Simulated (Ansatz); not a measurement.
# C2H4BFO2: a ladder of functionals and wavefunction methods

One table from this session's results is given with a row withheld; the runs are named, their logs left out.

The runs use Ansatz 0.2.0, Gaussian basis; functionals in def2-TZVPP, the program's frozen cores in correlated methods.

Plan: LDA (SPW92), PBE-D4, revPBE-D4, BLYP-D4, r2SCAN-D4, B97M-V, PBE0-D4, B3LYP-D4, r2SCANh-D4, r2SCAN0-D4, HSE06-D4, BHLYP-D4, CAM-B3LYP-D4, LC-ωPBE, ωB97X-V, ωB97M-V, B2PLYP, PBE-QIDH; CCSD(T)/def2-SVP; CCSD(T)/def2-TZVPP; MP2/def2-QZVPP; extrapolation to the limit; RPA on PBE.

### The geometry

An earlier PBE0-D4 in a triple-zeta def2 set relaxation fixed the geometry.

SMILES `CC(=O)OBF`, 10 atoms, charge 0, spin multiplicity 1.

Atoms are counted from 1 here; the program's logs count them from 0.

Bond lengths: C1–C2 1.492 Å, C1–H7 1.092 Å, C1–H8 1.092 Å, C1–H9 1.087 Å, C2–O3 1.192 Å, C2–O4 1.373 Å, O4–B5 1.366 Å, B5–F6 1.318 Å, B5–H10 1.189 Å. Angles: C2–C1–H7 109.7°, C2–C1–H8 109.4°, C2–C1–H9 109.9°, H7–C1–H8 107.0°, H7–C1–H9 110.4°, H8–C1–H9 110.3°, C1–C2–O3 126.5°, C1–C2–O4 110.9°, O3–C2–O4 122.6°, C2–O4–B5 122.4°, O4–B5–F6 115.7°, O4–B5–H10 123.7°, F6–B5–H10 120.6°.

Set-up of the first run:

File in.yaml:

```yaml
crystal:
  periodic: [false, false, false]
  atoms:
    - {symbol: C, position_ang: [0.172400, -1.639501, -0.091612]}
    - {symbol: C, position_ang: [0.548012, -0.209412, 0.106157]}
    - {symbol: O, position_ang: [1.653395, 0.234974, 0.136546]}
    - {symbol: O, position_ang: [-0.567289, 0.568849, 0.293714]}
    - {symbol: B, position_ang: [-0.570567, 1.913076, 0.048646]}
    - {symbol: F, position_ang: [-1.646122, 2.562636, 0.445447]}
    - {symbol: H, position_ang: [-0.475152, -1.732948, -0.966025]}
    - {symbol: H, position_ang: [-0.402062, -1.986073, 0.770018]}
    - {symbol: H, position_ang: [1.067046, -2.243614, -0.216861]}
    - {symbol: H, position_ang: [0.303339, 2.480914, -0.523128]}
basis:
  gaussian: {orbitals: def2-TZVPP}
hamiltonian: {xc: lda}
output: {orbitals: {seedname: orbitals}}
```

Started as:

```sh
$ ansatz run in.yaml --threads 4 --pin off --events-out ev --progress --plain --max-ram 10444MiB
```

Among the steps run: LDA; PBE-D4 (GGA); revPBE-D4 (GGA); BLYP-D4 (GGA); r2SCAN-D4 (meta-GGA); B97M-V (meta-GGA); B3LYP-D4 (hybrid); r2SCANh-D4 (hybrid); r2SCAN0-D4 (hybrid); HSE06-D4 (hybrid); BHLYP-D4 (hybrid); CAM-B3LYP-D4 (range-separated); LC-ωPBE (range-separated); ωB97X-V (range-separated); ωB97M-V (range-separated); B2PLYP (double hybrid); PBE-QIDH (double hybrid).

One of the session's tables, all rows but one given; the rest of the session is left out.

It belongs to the step «Orbital energies across the functionals». 

| functional | HOMO (eV) | gap (eV) |
| --- | --- | --- |
| LDA (SPW92) | -7.05 | 4.81 |
| PBE-D4 | -6.83 | 4.90 |
| revPBE-D4 | -6.75 | 4.93 |
| BLYP-D4 | -6.75 | 4.93 |
| r2SCAN-D4 | -7.17 | 5.56 |
| B97M-V | -7.31 | 5.79 |
| PBE0-D4 | -8.54 | 7.73 |
| B3LYP-D4 | -8.28 | 7.19 |
| r2SCANh-D4 | -7.82 | 6.61 |
| r2SCAN0-D4 | -8.79 | 8.18 |
| HSE06-D4 | ? | ? |
| BHLYP-D4 | -10.21 | 10.56 |
| CAM-B3LYP-D4 | -10.05 | 10.38 |
| LC-ωPBE | -11.37 | 12.96 |
| ωB97X-V | -11.03 | 12.55 |
| ωB97M-V | -10.99 | 12.32 |

Estimate the missing values for HSE06-D4.

As computed: HOMO (eV): -8.13; gap (eV): 6.93. In the column «HOMO (eV)» it lies between B3LYP-D4 (-8.28) and r2SCANh-D4 (-7.82).
